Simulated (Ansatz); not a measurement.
**Hf3N2: a hydrostatic pressure series**

One table from this session's results is given with a row withheld; the runs are named, their logs left out.

Computed with Ansatz 0.2.0 (DFT PBEsol, scalar-relativistic, plane waves, PAW, unless a step's input says otherwise).

### The system as given

The structure is trigonal, space group R-3m (No. 166). Conventional cell: a = 3.193 Å, b = 3.193 Å, c = 23.125 Å, α = 90.00°, β = 90.00°, γ = 120.00°. Hf (site symmetry 3m) is surrounded by 3 N at 2.26 Å. Around Hf (site symmetry -3m) lie 6 N at 2.25 Å. N (site symmetry 3m) has 6 Hf at 2.25 to 2.26 Å as nearest neighbours.

As a file:

```cif
data_structure
_symmetry_space_group_name_H-M 'P 1'
_symmetry_Int_Tables_number 1
_cell_length_a 7.9256
_cell_length_b 7.9256
_cell_length_c 7.9256
_cell_angle_alpha 23.244
_cell_angle_beta 23.244
_cell_angle_gamma 23.244
_cell_volume 68.07
loop_
_atom_site_label
_atom_site_type_symbol
_atom_site_fract_x
_atom_site_fract_y
_atom_site_fract_z
_atom_site_occupancy
Hf1 Hf 0.77898 0.77898 0.77898 1
Hf2 Hf 0.22102 0.22102 0.22102 1
Hf3 Hf 0.00000 0.00000 0.00000 1
N1 N 0.61113 0.61113 0.61113 1
N2 N 0.38887 0.38887 0.38887 1
```

It goes back to an entry of the Materials Project, which need not be the stable form.

This cell was relaxed beforehand with the same method: volume 13.61 Å³/atom, gap on the mesh none (metal).

The first run:

File input.yaml:

```yaml
crystal:
  lattice:
    - [1.6068513764, 0.9277160747, 7.7573182194]
    - [-1.6068513764, 0.9277160747, 7.7573182194]
    - [0.0, -1.8554321494, 7.7573182194]
  atoms:
    - { symbol: Hf, position: [0.778975136, 0.778975136, 0.778975136] }
    - { symbol: Hf, position: [0.221024864, 0.221024864, 0.221024864] }
    - { symbol: Hf, position: [0.0, 0.0, 0.0] }
    - { symbol: "N", position: [0.6111305274, 0.6111305274, 0.6111305274] }
    - { symbol: "N", position: [0.3888694726, 0.3888694726, 0.3888694726] }
basis:
  ecutwfc: 420
kpoints:
  mp_grid: { grid: [12, 12, 12] }
hamiltonian:
  xc: pbesol
scf:
  occupations: { method: gaussian, width: 0.1 }
output:
  forces: true
  stress: true
  eigenvalues: true
relax:
  adjacent_minimum: "off"
  f_tol: 0.008
  max_steps: 50
  cell: { stress_tol: 0.08, p_target: -2.0 }
```

On the command line:

```
$ ansatz run input.yaml --threads 1 --pin off --max-ram 2560MiB --backend cpu --events-out ev --progress --plain --runs-dir out
```

Among the steps run: Target pressure -2 GPa; Target pressure 2 GPa; Relaxing at 5 GPa; Relaxing at 10 GPa; 20 GPa; Target pressure 40 GPa.

One of the session's tables, all rows but one given; the rest of the session is left out.

Lengths are those of the vectors of the cell that was run:

```
P (GPa)  V (Å³/atom)  a (Å)  b (Å)  c (Å)  ΔH (eV/atom)
     -2        13.74  7.949  7.949  7.949        -0.171
      0        13.61  7.926  7.926  7.926         0.000
      2        13.49  7.902  7.902  7.902         0.169
      5        13.32  7.869  7.869  7.869         0.420
     10        13.06  7.819  7.819  7.819         0.832
     20            ?      ?      ?      ?             ?
     40        11.86  7.578  7.578  7.578         3.157
```

Q: Estimate the row for P (GPa) = 20 from the others.

Worked estimate for «V (Å³/atom)». A straight line through the neighbours (10, 13.06) and (40, 11.86) gives 13.06 + (11.86 − 13.06) × (20 − 10) / (40 − 10) = 12.66; a parabola fitted to 3 rows on both sides gives 12.59.

As computed: V (Å³/atom): 12.60; a (Å): 7.729; b (Å): 7.729; c (Å): 7.729; ΔH (eV/atom): 1.633. In «V (Å³/atom)» the line misses by +0.06 and the parabola by -0.01.

ΔH is E + PV over the energy at zero pressure; a, b and c are the vectors of the computed cell. 
